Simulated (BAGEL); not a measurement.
# CCl3 (SMILES Cl[C](Cl)Cl): UHF/3-21G (density fitting with qzvpp-jkfit)

Aim: the electronic atomisation energy of CCl3 at UHF/3-21G (density fitting with qzvpp-jkfit), from 3 runs. 

The results are computed with BAGEL 1.2.2.

7 further runs of the same task are left out: 7 set aside as unsound or not needed.

## Step 1: The molecule

CCl3 has 4 atoms, charge 0, and is taken as a doublet. As SMILES, `Cl[C](Cl)Cl`. The coordinates come from a GFN2-xTB relaxation.

Bond lengths: Cl1–C2 1.710 Å, C2–Cl3 1.710 Å, C2–Cl4 1.710 Å. Angles: Cl1–C2–Cl3 116.2°, Cl1–C2–Cl4 116.3°, Cl3–C2–Cl4 116.1°.

## Step 2: A single-point energy at UHF/3-21G (density fitting with qzvpp-jkfit)

Input file job.json:

```json
{ "bagel": [

{
  "title": "molecule",
  "basis": "3-21g",
  "df_basis": "qzvpp-jkfit",
  "angstrom": true,
  "geometry": [
    { "atom": "Cl", "xyz": [       0.904330,      -0.610000,       1.276270 ] },
    { "atom": "C", "xyz": [       0.127080,      -0.136620,      -0.171570 ] },
    { "atom": "Cl", "xyz": [      -1.468980,      -0.709130,      -0.392060 ] },
    { "atom": "Cl", "xyz": [       0.437570,       1.455750,      -0.712630 ] }
  ]
},

{ "title": "uhf", "nopen": 1 },

{ "title": "print", "file": "orbitals.molden", "orbitals": true }

]}
```

On the command line:

```
$ BAGEL_NUM_THREADS=1 BAGEL job.json > job.out
```

The log of the run:

```text
* using 1 threads per process

  ===============================================================
  ===============================================================

  *** Geometry ***

  { "atom" : "Cl", "xyz" : [      1.708936,     -1.152733,      2.411801 ] },
  { "atom" : "C", "xyz" : [      0.240146,     -0.258174,     -0.324220 ] },
  { "atom" : "Cl", "xyz" : [     -2.775970,     -1.340061,     -0.740886 ] },
  { "atom" : "Cl", "xyz" : [      0.826887,      2.750969,     -1.346676 ] },

  Number of auxiliary basis functions:      459

  Since a DF basis is specified, we compute 2- and 3-index integrals:
    o Being stored without compression. Storage requirement is 0.008 GB

  Number of basis functions:       48
  Number of electrons      :       57

    * METHOD: MOLECULE                             0.26

  *** Open-shell HF ***

  === Nuclear Repulsion ===
   252.7056010132

      * DIIS with orbital gradients will be used.

  === UHF iteration (3-21g) ===
      0      -1409.32460991          0.03458853           0.13
      1      -1409.39856541          0.02341437           0.12
      2      -1409.42518314          0.01307109           0.12
      3      -1409.43687668          0.00169559           0.12
      4      -1409.43953009          0.00047031           0.12
      5      -1409.43993900          0.00021666           0.12
      6      -1409.44011511          0.00006799           0.13
      7      -1409.44014444          0.00003078           0.14
      8      -1409.44015160          0.00000854           0.13
      9      -1409.44015229          0.00000552           0.13
     10      -1409.44015252          0.00000242           0.12
     11      -1409.44015261          0.00000139           0.14
     12      -1409.44015263          0.00000059           0.13
     13      -1409.44015263          0.00000021           0.13
     14      -1409.44015263          0.00000010           0.13
     15      -1409.44015264          0.00000004           0.13
     16      -1409.44015263          0.00000002           0.13
     17      -1409.44015264          0.00000000           0.12
    * SCF iteration converged.

    * S^2 (UHF) is 0.7658

    * Permanent dipole moment:
           (    0.017861,    -0.020419,    -0.025749) a.u.

    * METHOD: UHF                                  2.43

    * METHOD: PRINT                                0.01

  ===============================================================
```

It took 3 s on 1 thread of Intel Xeon Platinum 8488C (Sapphire Rapids), shared host; peak memory 0.08 GiB.

## Step 3: The C atom

Input file input.json:

```json
{ "bagel": [

{
  "title": "molecule",
  "basis": "3-21g",
  "df_basis": "qzvpp-jkfit",
  "angstrom": true,
  "geometry": [
    { "atom": "C", "xyz": [       0.000000,       0.000000,       0.000000 ] }
  ]
},

{
  "title": "uhf",
  "nopen": 2
},

{
  "title": "print",
  "file": "orbitals.molden",
  "orbitals": true
}

]}
```

Run the same way, it converges to -37.48108 Eh (log not shown).

## Step 4: The Cl atom at the same level

Input file input.json:

```json
{ "bagel" : [

{
  "title" : "molecule",
  "basis" : "3-21g",
  "df_basis" : "qzvpp-jkfit",
  "angstrom" : true,
  "geometry" : [
    { "atom" : "Cl", "xyz" : [       0.000000,       0.000000,       0.000000 ] }
  ]
},

{
  "title" : "uhf",
  "nopen" : 1
},

{
  "title" : "print",
  "file" : "orbitals.molden",
  "orbitals" : true
}

]}
```

Run the same way, it converges to -457.27650 Eh (log not shown).

## Step 5: Results

At UHF/3-21G (density fitting with qzvpp-jkfit):

```
                     quantity           value
       molecule: total energy  -1409.44015 Eh
      molecule: dipole moment          0.10 D
               molecule: ⟨S²⟩           0.766
         C atom: total energy    -37.48108 Eh
        C atom: dipole moment          0.00 D
                 C atom: ⟨S²⟩           2.001
        Cl atom: total energy   -457.27650 Eh
       Cl atom: dipole moment          0.00 D
                Cl atom: ⟨S²⟩           0.750
electronic atomisation energy        3.525 eV
```

Taking the molecule apart into free atoms costs 3.53 eV (81 kcal/mol), before zero-point energy and without spin-orbit coupling. Hartree–Fock lacks the correlation of the bonding pairs, which as a rule makes this value much too low; in minimal bases other errors can mask that. The basis has no polarisation functions, which makes bonds too weak.
